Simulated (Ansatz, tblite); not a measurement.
**n-GeGeGeGeSiH12 (SiGe4H12): rung by rung**

The task here is to estimate one member of a computed series from the others.

Computed with Ansatz 0.2.0, Gaussian basis. Level: as each input shows.

Plan: GFN1-xTB, GFN2-xTB, PBE-D4/def2-TZVP, r2SCAN-D4/def2-TZVP, BHLYP-D4/def2-TZVP, B3LYP-D4/def2-TZVP, BLYP-D4/def2-TZVP, PBE-D4/def2-SVP, PBE0-D4/def2-SVP, HF/STO-3G, HF/6-31G, B3LYP-D4/6-31G, MP2/def2-TZVP, RPA/def2-TZVP.

2 further runs of the same task are left out: 2 set aside as unsound or not needed. Runs told in other sessions of the task aren't counted.

## The structure

The singlet was relaxed beforehand with r2SCAN-D4/def2-SVP.

17 atoms, charge 0, spin multiplicity 1.

Bond lengths: Ge1–Ge2 2.419 Å, Ge1–H6 1.537 Å, Ge1–H7 1.537 Å, Ge1–H8 1.537 Å, Ge2–Ge3 2.425 Å, Ge2–H9 1.540 Å, Ge2–H10 1.540 Å, Ge3–Ge4 2.423 Å, Ge3–H11 1.540 Å, Ge3–H12 1.540 Å, Ge4–Si5 2.380 Å, Ge4–H13 1.539 Å, Ge4–H14 1.539 Å, Si5–H15 1.495 Å, Si5–H16 1.495 Å, Si5–H17 1.494 Å. Angles: Ge2–Ge1–H6 111.5°, Ge2–Ge1–H7 110.3°, Ge2–Ge1–H8 109.5°, H6–Ge1–H7 108.6°, H6–Ge1–H8 108.7°, H7–Ge1–H8 108.2°, Ge1–Ge2–Ge3 109.9°, Ge1–Ge2–H9 109.4°, Ge1–Ge2–H10 110.0°, Ge3–Ge2–H9 111.0°, Ge3–Ge2–H10 109.0°, H9–Ge2–H10 107.6°, Ge2–Ge3–Ge4 109.1°, Ge2–Ge3–H11 111.1°, Ge2–Ge3–H12 109.2°, Ge4–Ge3–H11 110.3°, Ge4–Ge3–H12 109.4°, H11–Ge3–H12 107.7° and more.

PBE0-D4/def2-TZVP was run before; its log isn't repeated, and its numbers join the tables.

The first run:

Tight binding, by tblite at 300 K electronic temperature and without a spin-polarisation term:

```python
tblite.interface.Calculator('GFN1-xTB', numbers, positions, charge=0, uhf=0).singlepoint()
```

Tight binding, by tblite at 300 K electronic temperature and without a spin-polarisation term:

```python
tblite.interface.Calculator('GFN2-xTB', numbers, positions, charge=0, uhf=0).singlepoint()
```

start.molden holds the orbitals of an earlier run on this state, given as this run's starting guess.

Contents of in.yaml:

```yaml
crystal:
  periodic: [false, false, false]
  atoms:
    - {symbol: Ge, position_ang: [-0.382388, 2.703831, -0.459625]}
    - {symbol: Ge, position_ang: [0.979901, 0.991261, -1.491453]}
    - {symbol: Ge, position_ang: [-0.243338, -1.101670, -1.570732]}
    - {symbol: Ge, position_ang: [0.112421, -2.306936, 0.500678]}
    - {symbol: Si, position_ang: [-0.256343, -0.894578, 2.380581]}
    - {symbol: H, position_ang: [0.456844, 3.931863, -0.070528]}
    - {symbol: H, position_ang: [-1.061689, 2.154549, 0.805266]}
    - {symbol: H, position_ang: [-1.479390, 3.146900, -1.441341]}
    - {symbol: H, position_ang: [1.387900, 1.444948, -2.905194]}
    - {symbol: H, position_ang: [2.271669, 0.785800, -0.677940]}
    - {symbol: H, position_ang: [0.201940, -1.957677, -2.770879]}
    - {symbol: H, position_ang: [-1.745079, -0.803249, -1.738898]}
    - {symbol: H, position_ang: [-0.806661, -3.539730, 0.570787]}
    - {symbol: H, position_ang: [1.567786, -2.807815, 0.522846]}
    - {symbol: H, position_ang: [-0.041697, -1.640339, 3.658044]}
    - {symbol: H, position_ang: [0.692476, 0.260049, 2.331649]}
    - {symbol: H, position_ang: [-1.654333, -0.367217, 2.356730]}
basis:
  gaussian: {orbitals: def2-TZVP, initial_orbitals: start.molden}
hamiltonian: {xc: pbe, dispersion: d4}
scf: {omitted_lower_state_checks: [starts]}
output: {orbitals: {seedname: orbitals}}
```

Command:

```bash
ansatz run in.yaml --threads 4 --pin off --events-out ev --progress --plain --max-ram 4787MiB
```

Among the steps run: PBE-D4/def2-TZVP; r2SCAN-D4/def2-TZVP; BHLYP-D4/def2-TZVP; B3LYP-D4/def2-TZVP; BLYP-D4/def2-TZVP; PBE-D4/def2-SVP; PBE0-D4/def2-SVP; HF/STO-3G; HF/6-31G; B3LYP-D4/6-31G; MP2/def2-TZVP; RPA/def2-TZVP.

One table of the session follows, with a row left open; its other results are not shown here.

It belongs to the step «Binding energy». 

```
              level  binding an atom (eV)
          HF/STO-3G                 3.415
           HF/6-31G                 1.866
       HF/def2-TZVP                     ?
    PBE-D4/def2-SVP                 2.719
   PBE-D4/def2-TZVP                 2.722
  BLYP-D4/def2-TZVP                 2.703
r2SCAN-D4/def2-TZVP                 2.776
     B3LYP-D4/6-31G                 2.659
 B3LYP-D4/def2-TZVP                 2.749
   PBE0-D4/def2-SVP                 2.726
  PBE0-D4/def2-TZVP                 2.729
 BHLYP-D4/def2-TZVP                 2.738
      MP2/def2-TZVP                 2.630
```

Estimate the missing values for HF/def2-TZVP.

The run gave: binding an atom (eV): 2.049. In the column «binding an atom (eV)» it lies between HF/6-31G (1.866) and MP2/def2-TZVP (2.630).

Caveats from the session: Free atoms were run apart at each level; binding is atoms less cluster, divided by the number of atoms, without zero-point or spin-orbit terms.
